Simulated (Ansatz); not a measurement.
# CH₈GeO₃Si: a ladder of functionals and wavefunction methods

Aim: compute CH₈GeO₃Si with functionals from several rungs and with coupled cluster, and see how far each lands from CCSD(T) at the basis-set limit for the atomisation energy.

The runs use Ansatz 0.2.0, Gaussian basis; functionals in def2-TZVPP, the program's frozen cores in correlated methods.

The runs, in order: PBE-D4, r2SCAN-D4, PBE0-D4, B3LYP-D4, ωB97X-V, ωB97M-V, B2PLYP; CCSD(T)/def2-TZVPP; MP2/def2-QZVPP; extrapolation to the limit.

## 1. The geometry

All runs share one geometry, relaxed beforehand with PBE0-D4 in a triple-zeta def2 set.

SMILES `C[SiH](O)[O][GeH2][OH]`, 14 atoms, charge 0, spin multiplicity 1.

Atoms are counted from 1 here; the program's logs count them from 0.

Bond lengths: C1–Si2 1.848 Å, C1–H7 1.092 Å, C1–H8 1.093 Å, C1–H9 1.092 Å, Si2–O3 1.663 Å, Si2–O4 1.634 Å, Si2–H10 1.486 Å, O3–H11 0.958 Å, O4–Ge5 1.778 Å, Ge5–O6 1.770 Å, Ge5–H12 1.538 Å, Ge5–H13 1.529 Å, O6–H14 0.965 Å. Angles: Si2–C1–H7 111.1°, Si2–C1–H8 110.0°, Si2–C1–H9 110.7°, H7–C1–H8 108.4°, H7–C1–H9 108.4°, H8–C1–H9 108.2°, C1–Si2–O3 106.4°, C1–Si2–O4 111.7°, C1–Si2–H10 113.0°, O3–Si2–O4 109.5°, O3–Si2–H10 109.0°, O4–Si2–H10 107.1°, Si2–O3–H11 116.7°, Si2–O4–Ge5 126.8°, O4–Ge5–O6 107.8°, O4–Ge5–H12 106.7°, O4–Ge5–H13 109.0°, O6–Ge5–H12 111.7° and more.

## 2. PBE-D4 (GGA)

Contents of in.yaml:

```yaml
crystal:
  periodic: [false, false, false]
  atoms:
    - {symbol: C, position_ang: [1.004391, 0.027471, -1.770343]}
    - {symbol: Si, position_ang: [0.107876, -0.997541, -0.520760]}
    - {symbol: O, position_ang: [1.111181, -1.112462, 0.800885]}
    - {symbol: O, position_ang: [-1.305403, -0.308853, -0.074424]}
    - {symbol: Ge, position_ang: [-1.531609, 0.954148, 1.156455]}
    - {symbol: O, position_ang: [0.053940, 1.658187, 1.508967]}
    - {symbol: H, position_ang: [1.925876, -0.462719, -2.092764]}
    - {symbol: H, position_ang: [1.263507, 0.998481, -1.339797]}
    - {symbol: H, position_ang: [0.379099, 0.200576, -2.649304]}
    - {symbol: H, position_ang: [-0.207136, -2.365674, -1.008531]}
    - {symbol: H, position_ang: [1.021367, -1.897018, 1.343409]}
    - {symbol: H, position_ang: [-2.134891, 0.265440, 2.392396]}
    - {symbol: H, position_ang: [-2.388933, 2.074747, 0.566573]}
    - {symbol: H, position_ang: [0.700736, 0.965218, 1.687249]}
basis:
  gaussian: {orbitals: def2-TZVPP}
hamiltonian: {xc: pbe, dispersion: d4}
output: {forces: true, orbitals: {seedname: orbitals}}
```

Launch:

```sh
> ansatz run in.yaml --threads 2 --pin off --events-out ev --progress --plain --max-ram 31744MiB --backend cuda --devices 0, --max-vram 18GiB
```

After this run come: r2SCAN-D4 (meta-GGA); PBE0-D4 (hybrid); B3LYP-D4 (hybrid); ωB97X-V (range-separated); ωB97M-V (range-separated); B2PLYP (double hybrid); CCSD(T) in def2-TZVPP; MP2 in def2-QZVPP.

Q: Predict the results of all the runs planned. Wanted: atomisation energy, CCSD(T)/CBS; farthest; mean size of error, hybrid; mean size of error, range-separated; gap, smallest and largest; T1 diagnostic; triples share of the correlation energy.

**Answer**, as computed:

| quantity | value |
| --- | --- |
| atomisation energy, CCSD(T)/CBS | 5190.2 kJ/mol |
| functionals within 51.9 kJ/mol (1.0 %) | PBE-D4, r2SCAN-D4, ωB97X-V, ωB97M-V |
| farthest | B2PLYP (-94.6 kJ/mol) |
| mean size of error, hybrid | 77.6 kJ/mol |
| mean size of error, range-separated | 20.2 kJ/mol |
| gap, smallest and largest | 6.42 eV (PBE-D4), 13.06 eV (ωB97X-V) |
| T1 diagnostic | 0.0118 |
| triples share of the correlation energy | 3.5 % |

What this shows: PBE-D4 is off by -2.8 kJ/mol. Double hybrids carry the basis error of their MP2 part in triple zeta, and no dispersion term here, so their miss is partly the set-up's. Misses under about 51.9 kJ/mol are within the doubt on the reference itself, which lacks core-valence correlation, relativity and higher excitations, and its outer-core shells are covered unevenly. Hartree-Fock recovers 72 % of the binding; the rest is correlation. Orbital gaps span 6.4 to 13.1 eV; exact exchange widens them. Correlated methods include outer-core shells of Ge, which these sets cover unevenly.
